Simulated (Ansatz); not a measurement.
# TiAl: the cost of one run

Method: DFT LDA, frozen-core PAW, scalar-relativistic unless said, in Ansatz 0.2.0.

**1. The structure to begin with**

Symmetry: P4/mmm, No. 123, tetragonal system. Conventional cell: a = 2.837 Å, b = 2.837 Å, c = 4.059 Å, α = 90.00°, β = 90.00°, γ = 90.00°. Around Ti (site symmetry 4/mmm) lie 4 Ti at 2.84 Å and 8 Al at 2.85 Å. Al (site symmetry 4/mmm) has 4 Al at 2.84 Å and 8 Ti at 2.85 Å as nearest neighbours.

As a file:

```xyz
2
Lattice="2.8373 0.0000 0.0000 0.0000 2.8373 0.0000 0.0000 0.0000 4.0591" Properties=species:S:1:pos:R:3 pbc="T T T"
Ti    0.0000    0.0000    0.0000
Al    1.4186    1.4186    2.0295
```

Cartesian axes are those of the input's lattice vectors. The structure goes back to a database entry.

**2. Cell and atoms relaxed, PAW**

Contents of input.yaml:

```yaml
crystal:
  lattice:
    - [2.8373, 0.0, 0.0]
    - [0.0, 2.8373, 0.0]
    - [0.0, 0.0, 4.0591]
  atoms:
    - { symbol: Ti, position: [0.0, 0.0, 0.0] }
    - { symbol: Al, position: [0.5, 0.5, 0.5] }
kpoints:
  mp_grid: { grid: [14, 14, 10] }
scf:
  occupations: { method: fermi_dirac, width: 0.1 }
hamiltonian:
  xc: lda
  pseudopotentials: { kind: paw }
relax:
  f_tol: 0.002
  max_steps: 80
  cell: {}
output:
  forces: true
  stress: true
```

Started as:

```sh
$ ansatz run input.yaml --threads 1 --pin off --max-ram 3072MiB --backend cpu --events-out ev --progress --plain --runs-dir out
```

Q: Estimate wall time and peak memory on 1 thread of Intel Xeon 6975P-C (Granite Rapids), shared host.

About 11 s, with a peak of 0.45 GiB.
